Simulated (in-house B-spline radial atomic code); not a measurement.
# Ge²⁷⁺: symmetry-violating constants of one valence electron

How strongly does Ge²⁷⁺ (core [He] 2s2) respond to a weak charge, an electron EDM and a larger nucleus? Each constant is a sum over states, at Dirac-Hartree-Fock, with RPA, and on Brueckner orbitals.

Method: Dirac-Hartree-Fock, RPA and Brueckner orbitals, sums over states, B-spline basis. Code: an in-house B-spline radial atomic code, version 1.

**1. What is computed**

| Property | Result |
| --- | --- |
| element | germanium (Z = 32) |
| charge | +27 |
| closed core | [He] 2s2 |
| nucleus | mass number 74, rms radius 4.074 fm |

**2. The run and its levels**

Settings:

```ini
basis_form = 2
Z = 32
core_configuration = [He] 2s2
rms_radius = 4.0742
mass_number = 74
speed_of_light = 137.035999084
box_radius = 2.5
lmax = 6
intervals = 57
virtual_cutoff = 2048.0
```

Run with:

```
> python run_mb.py task.json out
```

From the run's result record (rounded, not every field):

```text
status: converged
levels_used [hartree]:
  3s1/2: [-46.61579, -46.65479]
  4s1/2: [-25.75488, -25.76606]
  5s1/2: [-16.28827, -16.29321]
  2p1/2: [-106.0679, -106.0863]
  3p1/2: [-45.52872, -45.54439]
  4p1/2: [-25.31704, -25.32231]
  2p3/2: [-104.6652, -104.6924]
  3p3/2: [-45.13331, -45.14857]
  4p3/2: [-25.15302, -25.15818]
  3d3/2: [-44.24672, -44.36368]
  4d3/2: [-24.80487, -24.84504]
  5d3/2: [-15.82069, -15.83968]
  3d5/2: [-44.13404, -44.211]
  4d5/2: [-24.75737, -24.78351]
  5d5/2: [-15.79599, -15.80833]
lowest_core_excitation [hartree]: 1.95063
```

Wall time 2.4 s (1 thread of Intel Xeon Platinum 8488C (Sapphire Rapids), shared host); peak memory 0.16 GiB.

Valence levels (eV):

```tsv
state	DHF	Brueckner	shift
3s1/2	-1268.48	-1269.54	-1.06
4s1/2	-700.826	-701.130	-0.304
5s1/2	-443.226	-443.361	-0.135
2p1/2	-2886.25	-2886.76	-0.502
3p1/2	-1238.90	-1239.33	-0.426
4p1/2	-688.912	-689.055	-0.143
2p3/2	-2848.09	-2848.83	-0.739
3p3/2	-1228.14	-1228.56	-0.415
4p3/2	-684.449	-684.589	-0.140
```

**3. Weak-charge mixing**

The record's fields for this part:

```text
pnc:
  - ["4s1/2", "3s1/2", 0.0013094, 0.0014112, 0.0013999]
  - ["3d3/2", "3s1/2", 0.0057696, 0.0063388, 0.0061276]
  - ["3p1/2", "2p1/2", 0.00032693, 0.0010323, 0.00093645]
  - ["2p3/2", "2p1/2", 0.0015397, 0.0051826, 0.0047712]
  - ["5s1/2", "3s1/2", 0.00060552, 0.00060163, 0.00059968]
```

Size of E1 per unit weak charge (10⁻¹¹ e bohr):

```tsv
pair of states	DHF	RPA	Brueckner + RPA
4s1/2 – 3s1/2	0.001309	0.001411	0.001400
3d3/2 – 3s1/2	0.005770	0.006339	0.006128
3p1/2 – 2p1/2	0.0003269	0.001032	0.0009365
2p3/2 – 2p1/2	0.001540	0.005183	0.004771
5s1/2 – 3s1/2	0.0006055	0.0006016	0.0005997
```

**4. Electron EDM and scalar-pseudoscalar coupling**

From the result record:

```text
edm:
  - ["3s1/2", 18.158, 40.101, 39.14, -0.10129, -0.22249, -0.21716]
  - ["4s1/2", 35.571, 71.179, 70.063, -0.19855, -0.39517, -0.38898]
  - ["2p1/2", -4.0319, -58.502, -53.796, 0.022438, 0.32415, 0.29807]
  - ["3p1/2", -18.654, -41.18, -40.217, 0.10404, 0.22847, 0.22313]
```

Enhancement factor of the electron EDM:

```tsv
state	DHF	RPA	Brueckner + RPA
3s1/2	18.16	40.10	39.14
4s1/2	35.57	71.18	70.06
2p1/2	-4.032	-58.50	-53.80
3p1/2	-18.65	-41.18	-40.22
```

**5. Response to the nuclear radius**

The record's fields for this part:

```text
field_shift [state, GHz/fm^2 (three levels)]:
  - ["3s1/2", 70.62, 69.207, 69.001]
  - ["4s1/2", 29.207, 28.545, 28.466]
  - ["2p1/2", 2.4064, -16.035, -16.042]
  - ["3p1/2", 0.79581, -3.8865, -3.8893]
  - ["2p3/2", 0.00015398, -17.615, -17.624]
  - ["3p3/2", 5.1403e-05, -4.4486, -4.4519]
  - ["3d3/2", -3.1031e-07, -2.9317, -2.9627]
  - ["4d3/2", -1.7229e-07, -1.0328, -1.0364]
  - ["3d5/2", -3.435e-07, -2.8843, -2.9036]
  - ["4d5/2", -1.9226e-07, -1.0168, -1.019]
```

Field-shift constants (GHz/fm²):

```tsv
state	DHF	RPA	Brueckner + RPA
3s1/2	70.62	69.21	69.00
4s1/2	29.21	28.55	28.47
2p1/2	2.406	-16.04	-16.04
3p1/2	0.7958	-3.886	-3.889
2p3/2	0.0001540	-17.61	-17.62
3p3/2	5.140e-05	-4.449	-4.452
3d3/2	-3.103e-07	-2.932	-2.963
4d3/2	-1.723e-07	-1.033	-1.036
```

**6. Outcome**

| quantity | value |
| --- | --- |
| E1 (4s1/2 – 3s1/2) per unit weak charge | 0.001400 × 10⁻¹¹ e bohr |
| EDM enhancement, 3s1/2 | 39.14 |
| atomic EDM per C_SP and nucleon, 3s1/2 | -0.2172 × 10⁻²⁰ e cm |
| field shift, 3s1/2 | 69.00 GHz/fm² |

For 4s1/2 – 3s1/2 core polarisation (RPA) moves the amplitude by +7.8 % and the Brueckner orbitals by a further -0.80 %. The EDM enhancement of 3s1/2 is 39.1, so in that state the EDM exceeds the electron's own. It is not the lowest valence state computed (2p1/2). These effects come from s and p1/2 electrons at the nucleus and grow steeply with Z. 2p3/2 has no density at the nucleus, so its DHF field shift is near zero; the RPA value, -17.6 GHz/fm², comes from the core's response and has the opposite sign to that of the s states. Breit, QED, the neutron skin and higher orders are left out.
